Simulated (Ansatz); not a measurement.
# Mn3Sn: the cost of one run

Computed with Ansatz 0.2.0 (DFT PBE, scalar-relativistic, plane waves, PAW, unless a step's input says otherwise).

These runs use a low cutoff (300 eV) and a coarse mesh on purpose, to show what cheap settings give: their numbers aren't properties of the material.

### Step 1. The system as given

The structure is hexagonal, space group P6_3/mmc (No. 194). The conventional cell has a = 5.670 Å, b = 5.670 Å, c = 4.530 Å, α = 90.00°, β = 90.00°, γ = 120.00°. Mn (site symmetry mm2) has 4 Sn at 2.79 to 2.84 Å and 8 Mn at 2.80 to 2.84 Å as nearest neighbours. Around Sn (site symmetry -6m2) lie 12 Mn at 2.79 to 2.84 Å.

As a file:

```xyz
8
Lattice="5.6700 0.0000 0.0000 -2.8350 4.9104 0.0000 0.0000 0.0000 4.5300" Properties=species:S:1:pos:R:3 pbc="T T T"
Mn    2.8350    3.2703    1.1325
Mn   -1.4147    4.0903    3.3975
Mn    1.4203    0.8200    1.1325
Mn    0.0000    1.6401    3.3975
Mn    4.2497    0.8200    1.1325
Mn    1.4147    4.0903    3.3975
Sn    0.0000    3.2736    1.1325
Sn    2.8350    1.6368    3.3975
```

The moments start at Mn 3.50 μB.

### Step 2. First run, at the start cell

Input file input.yaml:

```yaml
crystal:
  lattice:
    - [5.67, 0.0, 0.0]
    - [-2.835, 4.9103640395, 0.0]
    - [0.0, 0.0, 4.53]
  atoms:
    - { symbol: Mn, position: [0.833, 0.666, 0.25], spin: 3.5 }
    - { symbol: Mn, position: [0.167, 0.833, 0.75], spin: 3.5 }
    - { symbol: Mn, position: [0.334, 0.167, 0.25], spin: 3.5 }
    - { symbol: Mn, position: [0.167, 0.334, 0.75], spin: 3.5 }
    - { symbol: Mn, position: [0.833, 0.167, 0.25], spin: 3.5 }
    - { symbol: Mn, position: [0.666, 0.833, 0.75], spin: 3.5 }
    - { symbol: Sn, position: [0.3333333333, 0.6666666667, 0.25] }
    - { symbol: Sn, position: [0.6666666667, 0.3333333333, 0.75] }
basis:
  ecutwfc: 300
  ecutrho_ratio: 4
kpoints:
  mp_grid: { grid: [4, 4, 4] }
hamiltonian:
  xc: pbe
scf:
  occupations: { method: gaussian, width: 0.05 }
output:
  forces: true
  stress: true
  eigenvalues: true
  populations: true
magnetization:
  spin_polarized: true
relax:
  f_tol: 0.01
  max_steps: 60
  cell: { stress_tol: 0.04 }
```

Launch:

```
ansatz run input.yaml --threads 2 --pin off --max-ram 5120MiB --backend cpu --events-out ev --progress --plain --runs-dir out
```

**Question.** How long does this run take on 2 threads of Arm Neoverse V2, shared host, and how much memory does it need?

About 80 s, with a peak of 0.5 GiB.
